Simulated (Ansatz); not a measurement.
This script drives Ansatz 0.2.0 through its Python package.

The script, `ch4bbrssi_bde.py`:
```python
'''Cost of removing each kind of hydrogen from CH4BBrSSi, fragments frozen.'''

import ansatz as az
from ase import Atoms


def total_energy(molecule, charge=0, unpaired=0):
    calc = molecule.calculation().basis(gaussian='def2-SVP').functional('pbe').scf(lower_state_search='light')
    if charge:
        calc = calc.charge(charge)
    if unpaired:
        calc = calc.spin('collinear', total=unpaired)
    report = calc.run(threads=1).report
    if report['published_state_doubts']:
        print('  doubts:', report['published_state_doubts'])
    return report['free_energy_ev']

def without(molecule, index):
    rest = az.Crystal.molecule()
    for i, site in enumerate(molecule.cartesian_sites):
        if i != index:
            rest = rest.atom(site.symbol, site.position_ang)
    return rest


def main() -> None:
    atoms = Atoms(['Br', 'Si', 'C', 'B', 'S', 'H', 'H', 'H', 'H'], positions=[
        (0.0006, 2.7951, 0.4293),
        (0.73, 0.8809, -0.3894),
        (0.1129, -0.5413, 0.5714),
        (-0.9838, -1.1065, -0.345),
        (-0.5756, 0.0594, -1.8135),
        (2.1505, 0.835, -0.777),
        (0.9746, -1.2997, 0.6964),
        (-0.197, -0.2031, 1.5693),
        (-2.1237, -1.4662, 0.0413),
    ])
    mol = az.Crystal.molecule_from_ase(atoms)

    whole = total_energy(mol, 0)
    hydrogen = total_energy(az.Crystal.molecule().atom('H', (0, 0, 0)), 0, 1)
    print(f'E(molecule) = {whole:.5f} eV, E(H) = {hydrogen:.5f} eV')
    for index in [5, 7, 8]:
        radical = total_energy(without(mol, index), 0, 1)
        print(f'H{index}: homolysis {(radical + hydrogen - whole):.3f} eV')


if __name__ == '__main__':
    main()
```

It is started by `python ch4bbrssi_bde.py`. Estimate its wall time and peak memory on 1 thread of Arm Neoverse V1, on a shared host.

It took about 26 s, with a peak of 0.26 GiB, for 5 runs of the engine.

Running `python ch4bbrssi_bde.py` prints:
```text
E(molecule) = -90501.74522 eV, E(H) = -13.56840 eV
H5: homolysis 3.666 eV
H7: homolysis 4.318 eV
H8: homolysis 4.251 eV
```

The settings weren't tested for convergence. The geometry is a force-field or estimated start, not a minimum of this method, and the basis set is short of its limit. All parts are taken at fixed geometry, without zero-point energy. This functional overbinds, so such energies come out a few per cent too high (LDA far more). The spin-orbit lowering of heavy atoms is left out.
